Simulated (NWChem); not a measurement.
**InSiH5 (SMILES [SiH3][InH2]) at 4 levels**

We compute a comparison of 4 runs (HF/STO-3G, HF/3-21G, M06-2X/def2-TZVP, B3LYP/def2-TZVP) of InSiH5. 

Program for the calculation: NWChem 7.3.0.

32 further runs of the same task are left out: 32 set aside as unsound or not needed.

## Step 1: The system as given

InSiH5 has 7 atoms, charge 0, and is taken as a singlet. SMILES: `[SiH3][InH2]`. The Si1–H3 distance was set to 1.935 Å, away from the relaxed value.

Bond lengths: Si1–In2 2.575 Å, Si1–H4 1.491 Å, Si1–H5 1.491 Å, In2–H6 1.729 Å, In2–H7 1.730 Å. Angles: Si1–In2–H6 122.1°, Si1–In2–H7 119.9°, In2–Si1–H4 110.5°, In2–Si1–H5 110.1°, H6–In2–H7 118.0°, H4–Si1–H5 107.3°. A long bond or contact: Si1–H3 1.935 Å.

## Step 2: A single-point energy at HF/STO-3G (run 1)

File mymol.nw:

```
start mymol
title "H5InSi"
memory stack 880 mb heap 220 mb global 1100 mb

geometry units angstroms noautosym nocenter noautoz
Si    -0.231298    -0.722613    -0.695645
In     1.266602     0.756487     0.786955
H     -2.119900    -0.371100    -0.463600
H      0.003802    -2.164413    -0.399445
H      0.097802    -0.506613    -2.133545
H      0.614902     1.980987     1.818455
H      2.982902     0.540687     0.765555
end

basis "ao basis" spherical bse
* library STO-3G
end

scf
thresh 1e-08
maxiter 80
print medium
end

task scf energy
```

Run with:

```
nwchem mymol.nw > mymol.out
```

The log of the run:

```text
[...]
  functions       =    41
[...]
  wavefunction    = RHF
[...]
         Total SCF energy =  -5971.299539405385
      One-electron energy =  -8696.171309027774
      Two-electron energy =   2512.575258694867
 Nuclear repulsion energy =    212.296510927521
        Time for solution =      2.4s
[...]
```

Wall time 3.3 s (1 thread of AMD EPYC 9R45 (Zen 5), shared host); peak memory 0.099 GiB.

## Step 3: The energy at HF/3-21G (run 2)

File calc.nw:

```
start calc
title "H5InSi hf"
memory 2200 mb
geometry units angstrom noautosym nocenter noautoz
  Si    -0.231298    -0.722613    -0.695645
  In     1.266602     0.756487     0.786955
  H     -2.119900    -0.371100    -0.463600
  H      0.003802    -2.164413    -0.399445
  H      0.097802    -0.506613    -2.133545
  H      0.614902     1.980987     1.818455
  H      2.982902     0.540687     0.765555
end
basis spherical bse
  * library 3-21G
end
scf
  singlet
  rhf
  thresh 1e-08
  maxiter 80
  noprint "final vectors analysis"
end
task scf
```

Run with:

```
nwchem calc.nw > calc.out
```

The log of the run:

```text
[...]
  functions       =    54
[...]
  wavefunction    = RHF
[...]
         Total SCF energy =  -6004.949042528257
      One-electron energy =  -8718.540086468760
      Two-electron energy =   2501.294533012982
 Nuclear repulsion energy =    212.296510927521
        Time for solution =      2.9s
[...]
```

Run time: 3.6 s. Hardware: 1 thread of AMD EPYC 9R45 (Zen 5), shared host; peak memory 0.098 GiB.

## Step 4: The energy at M06-2X/def2-TZVP (core potential) (run 3)

File run.py:

```python
from ase import Atoms
from ase.calculators.nwchem import NWChem

atoms = Atoms(['Si', 'In', 'H', 'H', 'H', 'H', 'H'], positions=[
    [-0.231298, -0.722613, -0.695645],
    [1.266602, 0.756487, 0.786955],
    [-2.119900, -0.371100, -0.463600],
    [0.003802, -2.164413, -0.399445],
    [0.097802, -0.506613, -2.133545],
    [0.614902, 1.980987, 1.818455],
    [2.982902, 0.540687, 0.765555],
])

calc = NWChem(
    label='h5insi',
    theory='dft',
    memory='2200 mb',
    basis='def2-TZVP',
    basispar='spherical bse',
    dft={'xc': 'm06-2x', 'mult': '1', 'grid': 'fine', 'convergence': 'energy 1e-08', 'iterations': '100', 'mulliken': None, 'print': 'low'},
    task='energy',
    **{'ecp bse': {'In library': 'def2-TZVP'}},
)
atoms.calc = calc

print("Total energy (eV):", round(atoms.get_potential_energy(), 6))
```

Run with:

```
export ASE_NWCHEM_COMMAND="nwchem PREFIX.nwi > PREFIX.nwo"
python run.py
```

The log of the run:

```text
Total energy (eV): -13128.333969
```

The calculator wrote h5insi.nwi:

```
title "h5insi"

permanent_dir h5insi

scratch_dir h5insi

start h5insi

geometry units angstrom nocenter noautosym noautoz
  Si -2.3129800000000000e-01 -7.2261299999999995e-01 -6.9564499999999996e-01
  In 1.2666020000000000e+00 7.5648700000000002e-01 7.8695499999999996e-01
  H  -2.1198999999999999e+00 -3.7109999999999999e-01 -4.6360000000000001e-01
  H  3.8019999999999998e-03 -2.1644130000000001e+00 -3.9944499999999999e-01
  H  9.7802000000000000e-02 -5.0661299999999998e-01 -2.1335449999999998e+00
  H  6.1490199999999995e-01 1.9809870000000001e+00 1.8184549999999999e+00
  H  2.9829020000000002e+00 5.4068700000000003e-01 7.6555499999999999e-01
end

memory 2200 mb

basis spherical bse noprint
   * library def2-TZVP
end

dft
  xc m06-2x
  mult 1
  grid fine
  convergence energy 1e-08
  iterations 100
  mulliken
  print low
end
ecp bse
  In library def2-TZVP
end

task dft energy
```

h5insi.nwo:

```text
Northwest Computational Chemistry Package (NWChem) 7.3.0
             --------------------------------------------------------

           Job information
           ---------------

    nwchem branch   = 7.3.0
    use scalapack   = T
    input           = h5insi.nwi
    prefix          = h5insi.
    data base       = h5insi/h5insi.db
    status          = startup
    nproc           =        1

           Memory information
           ------------------

    heap     =     72089600 doubles =      550.0 Mbytes
    stack    =     72089597 doubles =      550.0 Mbytes
    global   =    144179200 doubles =     1100.0 Mbytes (distinct from heap & stack)
    total    =    288358397 doubles =     2200.0 Mbytes
    verify   = yes
    hardfail = no

           Directory information
           ---------------------

  0 permanent = h5insi
  0 scratch   = h5insi

                                NWChem Input Module
                                -------------------

                                      h5insi
                                      ------

[... 27 lines left out ...]
            Nuclear Dipole moment (a.u.)
[... 77 lines left out ...]
   convergence    iter        energy       DeltaE   RMS-Dens  Diis-err    time
[... 11 lines left out ...]
         Total DFT energy =     -482.457378578172
      One electron energy =     -941.905371030274
           Coulomb energy =      396.790602062957
    Exchange-Corr. energy =      -39.286114493662
 Nuclear repulsion energy =      101.943504882807
[... 9 lines left out ...]
    Atom       Charge   Shell Charges
 -----------   ------   -------------------------------------------------------
    1 Si  14    14.12   2.00  0.56  1.40  0.90  0.54  4.13  1.69  0.56  1.54  0.60  0.07  0.11  0.01
    2 In  21    20.63   0.39 -0.83  1.58  0.85  0.84  0.37 -0.41  6.39  0.61  0.72  0.05  8.87  1.10  0.10  0.00  0.01
    3 H    1     1.05   0.19  0.49  0.37  0.00
    4 H    1     1.00   0.24  0.52  0.23  0.01
    5 H    1     1.01   0.24  0.52  0.23  0.01
    6 H    1     1.09   0.23  0.53  0.33  0.01
    7 H    1     1.09   0.23  0.53  0.33  0.01

     -------------------------------------------
      Total Density - Lowdin Population Analysis
     -------------------------------------------

    Atom       Charge   Shell Charges
 -----------   ------   -------------------------------------------------------
    1 Si  14    13.96   2.00  0.83  1.11  0.59  0.41  3.85  1.87  0.69  1.31  0.95  0.06  0.25  0.03
    2 In  21    20.77   0.00  0.03  0.85  1.05  0.56  0.42  0.05  5.57  0.90  0.82  0.26  8.35  1.57  0.29  0.00  0.04
    3 H    1     1.02   0.19  0.44  0.38  0.01
    4 H    1     1.02   0.24  0.47  0.29  0.03
    5 H    1     1.02   0.24  0.47  0.29  0.03
    6 H    1     1.10   0.23  0.47  0.38  0.02
    7 H    1     1.10   0.23  0.47  0.38  0.02

 Task  times  cpu:       22.9s     wall:       22.9s
 Total times  cpu:       23.0s     wall:       23.0s
```

Wall time 24 s (1 thread of AMD EPYC 9R45 (Zen 5), shared host); peak memory 0.13 GiB.

## Step 5: The energy at B3LYP/def2-TZVP (core potential) (run 4)

File run.py:

```python
from ase import Atoms
from ase.calculators.nwchem import NWChem

mol = Atoms('SiInHHHHH', positions=[
    [-0.231298, -0.722613, -0.695645],
    [1.266602, 0.756487, 0.786955],
    [-2.119900, -0.371100, -0.463600],
    [0.003802, -2.164413, -0.399445],
    [0.097802, -0.506613, -2.133545],
    [0.614902, 1.980987, 1.818455],
    [2.982902, 0.540687, 0.765555],
])

calc = NWChem(
    label='mymol',
    theory='dft',
    memory='2200 mb',
    basis='def2-TZVP',
    basispar='spherical bse',
    dft={'xc': 'b3lyp', 'mult': '1', 'grid': 'fine', 'convergence': 'energy 1e-08', 'iterations': '100', 'mulliken': None},
    task='energy',
    **{'ecp bse': {'In library': 'def2-TZVP'}},
)
mol.calc = calc

print("Total energy (eV):", round(mol.get_potential_energy(), 6))
print("dipole (e A):", mol.get_dipole_moment().round(4))
```

Run with:

```
export ASE_NWCHEM_COMMAND="nwchem PREFIX.nwi > PREFIX.nwo"
python run.py
```

The log of the run:

```text
Total energy (eV): -13134.059715
dipole (e A): [0.1652 0.0085 0.0183]
```

The calculator wrote mymol.nwi:

```
title "mymol"

permanent_dir mymol

scratch_dir mymol

start mymol

geometry units angstrom nocenter noautosym noautoz
  Si -2.3129800000000000e-01 -7.2261299999999995e-01 -6.9564499999999996e-01
  In 1.2666020000000000e+00 7.5648700000000002e-01 7.8695499999999996e-01
  H  -2.1198999999999999e+00 -3.7109999999999999e-01 -4.6360000000000001e-01
  H  3.8019999999999998e-03 -2.1644130000000001e+00 -3.9944499999999999e-01
  H  9.7802000000000000e-02 -5.0661299999999998e-01 -2.1335449999999998e+00
  H  6.1490199999999995e-01 1.9809870000000001e+00 1.8184549999999999e+00
  H  2.9829020000000002e+00 5.4068700000000003e-01 7.6555499999999999e-01
end

memory 2200 mb

basis spherical bse noprint
   * library def2-TZVP
end

dft
  xc b3lyp
  mult 1
  grid fine
  convergence energy 1e-08
  iterations 100
  mulliken
end
ecp bse
  In library def2-TZVP
end

task dft energy
```

mymol.nwo:

```text
Northwest Computational Chemistry Package (NWChem) 7.3.0
             --------------------------------------------------------

           Job information
           ---------------

    nwchem branch   = 7.3.0
    use scalapack   = T
    input           = mymol.nwi
    prefix          = mymol.
    data base       = mymol/mymol.db
    status          = startup
    nproc           =        1

           Memory information
           ------------------

    heap     =     72089600 doubles =      550.0 Mbytes
    stack    =     72089597 doubles =      550.0 Mbytes
    global   =    144179200 doubles =     1100.0 Mbytes (distinct from heap & stack)
    total    =    288358397 doubles =     2200.0 Mbytes
    verify   = yes
    hardfail = no

           Directory information
           ---------------------

  0 permanent = mymol
  0 scratch   = mymol

                                NWChem Input Module
                                -------------------

                                       mymol
                                       -----

[... 93 lines left out ...]
  convergence criterion.
[... 17 lines left out ...]
          Convergence on energy requested:  1.00D-08
[... 1 line left out ...]
          Convergence on gradient requested:  5.00D-04
[... 24 lines left out ...]
          Convergence Information
[... 2 lines left out ...]
          total energy or number of iterations.
[... 27 lines left out ...]
 1-e energy   =    -940.890062
[... 29 lines left out ...]
   convergence    iter        energy       DeltaE   RMS-Dens  Diis-err    time
[... 12 lines left out ...]
      One electron energy =     -941.936487123741
[... 1 line left out ...]
    Exchange-Corr. energy =      -39.466377608912
[... 6 lines left out ...]
                       DFT Final Molecular Orbital Analysis
[... 867 lines left out ...]
 center of mass
 --------------
 x =   1.79695765 y =   0.84550126 z =   0.90125394

 moments of inertia (a.u.)
 ------------------
         428.755917779416        -197.935803283360        -200.539773775959
        -197.935803283360         449.634186604231        -203.858364935295
        -200.539773775959        -203.858364935295         450.279211111780

     Multipole analysis of the density
     ---------------------------------

     L   x y z        total         alpha         beta         nuclear
     -   - - -        -----         -----         ----         -------
     0   0 0 0      0.000000    -20.000000    -20.000000     40.000000

     1   1 0 0      0.312241    -23.408742    -23.408742     47.129725
[... 8 lines of this table left out ...]
     2   0 0 2    -30.553146    -66.341932    -66.341932    102.130717

 Task  times  cpu:       19.2s     wall:       19.2s
 Total times  cpu:       19.2s     wall:       19.2s
```

It took 20 s on 1 thread of AMD EPYC 9R45 (Zen 5), shared host; peak memory 0.13 GiB.

## Step 6: Overview of the runs

```csv
run,level,iteration cap,module,energy (Eh),dipole moment (D),wall time
1,HF/STO-3G,80,scf,-5971.299539,0.88,3.3 s
2,HF/3-21G,80,scf,-6004.949043,1.27,3.6 s
3,M06-2X/def2-TZVP (core potential),100,dft,-482.457379,–,24 s
4,B3LYP/def2-TZVP (core potential),100,dft,-482.667796,0.80,20 s
```

## Step 7: Outcome

| quantity | value |
| --- | --- |
| run 4: total energy | -482.66780 Eh |
| run 4: dipole moment | 0.80 D |
| run 4: HOMO energy | -7.25 eV |
| run 4: LUMO energy | -2.50 eV |
| run 4: HOMO–LUMO gap | 4.75 eV |

Over runs 1, 2, 4 the dipole moment (its size) runs from 0.80 D (B3LYP/def2-TZVP) to 1.27 D (HF/3-21G). The two ends differ in method and basis and core potential. Totals of different functionals can't be ranked against each other. Some runs of one species differ in core potentials or relativity; totals across that change don't compare. In run 1 the basis is minimal, so the values are rough. In runs 1, 2 relativity is left out where basis or elements ask for it. All runs together took 51 s, the longest 24 s.
